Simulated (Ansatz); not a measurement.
# NaLaMnMoO6 under changes of volume

One of the cells (11.558 Å³/atom); the others are scaled copies at fixed shape and fractional positions:

```
CELL_PARAMETERS angstrom
4.72242 -2.73688 0.00204
4.72242 2.73688 0.00204
-3.17796 0.00000 4.47000
ATOMIC_POSITIONS crystal
Na 0.25021 0.25021 0.74459
La 0.75117 0.75117 0.25707
Mn 0.49918 0.49918 0.49917
Mo 0.00110 0.00110 0.00114
O 0.28503 0.78106 0.28520
O 0.78106 0.28503 0.28520
O 0.25187 0.25187 0.18775
O 0.74777 0.74777 0.81124
O 0.21883 0.71407 0.71525
O 0.71407 0.21883 0.71525
```

The cell was built by a generator and needn't be a form met in nature.

| Property | Result |
| --- | --- |
| Program | Ansatz 0.2.0 |
| Functional | PBE |
| Potentials or basis | Ansatz PAW |
| Cutoff | 420 eV (not typed: the program's choice for these potentials) |
| k mesh | 6 × 6 × 6 |
| Occupations | fermi-dirac, width 0.05 eV |
| Spin | collinear spin, ferromagnetic start |
| Starting moments | [0.0, 0.0, 4.0, 1.0, 0.0, 0.0, 0.0, 0.0, 0.0, 0.0] μB |

| volume (Å³/atom) | energy over the lowest point (meV/atom) | pressure (GPa) | moment (μB per cell) | largest force (eV/Å) |
| --- | --- | --- | --- | --- |
| 10.865 | ? | ? | ? | ? |
| 11.096 | 10.52 | 7.7 | 1.52 | 0.319 |
| 11.327 | 2.61 | 3.7 | 1.69 | 0.158 |
| 11.558 | 0.00 | 0.3 | 1.95 | 0.110 |
| 11.789 | 1.83 | -2.8 | 2.13 | 0.257 |
| 12.021 | 8.09 | -5.8 | 2.24 | 0.412 |
| 12.252 | 18.49 | -8.3 | 2.38 | 0.575 |

**Question.** What does the run at 10.865 Å³/atom give?

**Answer.** Energy over the lowest point 24.89 meV/atom; pressure 12.4 GPa; moment 1.41 μB per cell; largest force 0.466 eV/Å.

Worked out: A Birch-Murnaghan fit of order 3 (a polynomial in V^(-2/3)) to the other rows has its minimum at 11.58 Å³/atom with B0 = V·E''(V) = 162 GPa (rough, since the energies scatter) at fixed shape and positions, which overstates the stiffness. It gives 23.72 meV/atom at 10.865 Å³/atom, against the run's 24.89, and -dE/dV = 11.1 GPa, against 12.4. A parabola through the other rows of the moment, of slope 1.16 μB per Å³/atom there, extrapolates to 1.25 μB, against the run's 1.41. The fit is too stiff a form for this range.

Energies are extrapolated to zero smearing.

Caveats: a cell with one magnetic atom can't hold antiferromagnetic order, which such compounds often take; the starting moments weren't kept.
